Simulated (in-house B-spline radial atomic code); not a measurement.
**Fe⁶⁺: excited configurations**

How much energy does it take to promote electrons of Fe⁶⁺ to other shells? Each configuration is solved by itself and compared with the reference.

Method: Dirac-Hartree-Fock, average of configuration, Fermi nucleus, basis-set limit. Code: in-house B-spline radial atomic code version 1.

## Step 1: The system

| Item | Value |
| --- | --- |
| element | iron (Z = 26) |
| charge | +6 |
| electrons | 20 |
| configuration | [Ar] 3d2 |
| Hamiltonian | Dirac-Coulomb |
| nucleus | Fermi, rms radius 3.738 fm |

The outer shells:

[Ar] 3d2
```
[Ar] core
3d [↑ ][↑ ][  ][  ][  ]
```

The boxes only draw the lowest term's filling; these runs average over all states of the configuration.

Settings, as recorded:

```ini
Z = 26
electrons = 20.0
configuration = [Ar] 3d2
hamiltonian = dirac
method = hf
spin_polarised = False
nucleus = fermi
rms_radius = 3.7377
mass_number = 56
atomic_mass = 55.934935537
speed_of_light = 137.035999084
```

From the earlier run of the reference: total energy -1261.333732 hartree. Levels, eight at most:

```
orbital  occupation  energy (eV)  <r> (bohr)
  2s1/2           2     -1002.60      0.2649
  2p1/2           2      -876.43      0.2326
  2p3/2           4      -863.76      0.2355
  3s1/2           2      -223.36      0.7715
  3p1/2           2      -181.73      0.7926
  3p3/2           4      -179.86      0.7992
  3d3/2         0.8      -123.88      0.8183
  3d5/2         1.2      -123.66      0.8202
```

## Step 2: [Ar] 3d1 5s1

Settings, as recorded:

```ini
Z = 26
electrons = 20.0
configuration = [Ar] 3d1 5s1
hamiltonian = dirac
method = hf
spin_polarised = False
nucleus = fermi
rms_radius = 3.7377
mass_number = 56
atomic_mass = 55.934935537
speed_of_light = 137.035999084
```

## Step 3: Run with [Ar] 3d1 7f1

The settings differ from step 2 so:

```diff
@@ -2,3 +2,3 @@
 electrons = 20.0
-configuration = [Ar] 3d1 5s1
+configuration = [Ar] 3d1 7f1
 hamiltonian = dirac
```

## Step 4: Run with [Ne] 3s2 3p5 3d3

The settings differ from step 3 so:

```diff
@@ -2,3 +2,3 @@
 electrons = 20.0
-configuration = [Ar] 3d1 7f1
+configuration = [Ne] 3s2 3p5 3d3
 hamiltonian = dirac
```

## Step 5: Configuration [Ar] 3d1 6s1

The settings differ from step 4 so:

```diff
@@ -2,3 +2,3 @@
 electrons = 20.0
-configuration = [Ne] 3s2 3p5 3d3
+configuration = [Ar] 3d1 6s1
 hamiltonian = dirac
```

## Step 6: Configuration [Ne] 3s2 3p5 3d2 7p1

The settings differ from step 5 so:

```diff
@@ -2,3 +2,3 @@
 electrons = 20.0
-configuration = [Ar] 3d1 6s1
+configuration = [Ne] 3s2 3p5 3d2 7p1
 hamiltonian = dirac
```

## Step 7: Run with [Ar] 3d1 7g1

The settings differ from step 6 so:

```diff
@@ -2,3 +2,3 @@
 electrons = 20.0
-configuration = [Ne] 3s2 3p5 3d2 7p1
+configuration = [Ar] 3d1 7g1
 hamiltonian = dirac
```

## Step 8: Run with [Ne] 3s2 3p5 3d2 6g1

The settings differ from step 7 so:

```diff
@@ -2,3 +2,3 @@
 electrons = 20.0
-configuration = [Ar] 3d1 7g1
+configuration = [Ne] 3s2 3p5 3d2 6g1
 hamiltonian = dirac
```

## Step 9: [Ne] 3s2 3p5 3d2 5f1

The settings differ from step 8 so:

```diff
@@ -2,3 +2,3 @@
 electrons = 20.0
-configuration = [Ne] 3s2 3p5 3d2 6g1
+configuration = [Ne] 3s2 3p5 3d2 5f1
 hamiltonian = dirac
```

**Question.** How far above the reference does each configuration lie (order and size, in eV)?

The runs gave:

| net move | configuration | energy above the reference (eV) | with Breit, QED, recoil (eV) | largest <r> (bohr) |
| --- | --- | --- | --- | --- |
| 3p → 3d | [Ne] 3s2 3p5 3d3 | 57.504 | 57.425 | 0.822 |
| 3d → 5s | [Ar] 3d1 5s1 | 78.223 | 78.249 | 3.28 |
| 3d → 6s | [Ar] 3d1 6s1 | 94.476 | 94.497 | 5.18 |
| 3d → 7f | [Ar] 3d1 7f1 | 108.29 | 108.31 | 9.36 |
| 3d → 7g | [Ar] 3d1 7g1 | 108.60 | 108.62 | 9.05 |
| 3p → 5f | [Ne] 3s2 3p5 3d2 5f1 | 151.41 | 151.34 | 4.30 |
| 3p → 6g | [Ne] 3s2 3p5 3d2 6g1 | 160.31 | 160.24 | 6.27 |
| 3p → 7p | [Ne] 3s2 3p5 3d2 7p1 | 161.08 | 161.01 | 7.93 |

Quantum defects of the promoted electron, δ = n − ζ/√(−2ε) with ζ = 7 and ε its orbital energy in hartree:

| promotion | δ |
| --- | --- |
| 3d → 5s | 1.108 |
| 3d → 6s | 1.099 |
| 3d → 7f | 0.083 |
| 3d → 7g | 0.005 |
| 3p → 5f | 0.072 |
| 3p → 6g | 0.004 |
| 3p → 7p | 0.876 |

What this shows: The energies run from 57.504 eV (3p → 3d) to 161.08 eV (3p → 7p). 3 of them lie above the ionisation threshold that Koopmans' theorem gives (123.66 eV), where such states can decay by emitting an electron. The defect is largest for 5s (1.11) and least for 6g (0.00): low angular momentum penetrates the core, high angular momentum stays outside it. Two partly filled shells share a symmetry and can mix in the average, which may lower the energy, for: 3p → 7p. These are averages over configurations, without correlation, not spectroscopic levels.
